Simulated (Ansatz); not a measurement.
# SnO2: the cost of one run

Computed with Ansatz 0.2.0 (DFT r2SCAN, scalar-relativistic, plane waves, PAW, unless a step's input says otherwise).

## Step 1: The system as given

It takes space group R-3m (No. 166, trigonal). The conventional cell has a = 3.234 Å, b = 3.234 Å, c = 14.402 Å, α = 90.00°, β = 90.00°, γ = 120.00°. Sn (site symmetry -3m) has 6 O at 2.13 Å as nearest neighbours. O (site symmetry 3m) has 3 Sn at 2.13 Å as nearest neighbours.

As a file:

```xyz
3
Lattice="1.6171 0.9336 4.8006 -1.6171 0.9336 4.8006 0.0000 -1.8673 4.8006" Properties=species:S:1:pos:R:3 pbc="T T T"
Sn    0.0000    0.0000    7.2009
O     0.0000    0.0000    3.4157
O     0.0000    0.0000   10.9861
```

It goes back to an entry of the Materials Project, which need not be the stable form.

No relaxation comes first: the listed cell is the starting point.

## Step 2: The reference cell

Reference values: F = -7175.5234 eV; pressure -7.18 GPa; largest force 0.631 eV/Å; gap on the mesh 2.44 eV. It was computed beforehand with the settings of the runs below.

## Step 3: Next: a strain scan

The cell is strained by ε times the Voigt pattern (0, 0, 1, 0, 0, 0) (xx, yy, zz, yz, xz, xy; engineering shear), with fractional coordinates fixed (clamped ions). The stress on the pattern is the sum of the stress components weighted by it, tension positive.

## Step 4: ε = -0.0600

input.yaml reads:

```yaml
crystal:
  lattice:
    - [1.6170930752, 0.9336291223, 4.512557029]
    - [-1.6170930752, 0.9336291223, 4.512557029]
    - [0.0, -1.8672582446, 4.512557029]
  atoms:
    - { symbol: Sn, position: [0.5, 0.5, 0.5] }
    - { symbol: O, position: [0.23717, 0.23717, 0.23717] }
    - { symbol: O, position: [0.76283, 0.76283, 0.76283] }
basis:
  ecutwfc: 500
kpoints:
  mp_grid: { grid: [12, 12, 12] }
hamiltonian:
  xc: r2scan
scf:
  occupations: { method: gaussian, width: 0.05 }
output:
  forces: true
  stress: true
  eigenvalues: true
```

On the command line:

```sh
> ansatz run input.yaml --threads 1 --pin off --max-ram 2560MiB --backend cpu --events-out ev --progress --plain --runs-dir out
```

What time and memory should one allow on 1 thread of Intel Xeon at 2.70GHz, shared host?

About 12 s, with a peak of 0.53 GiB.
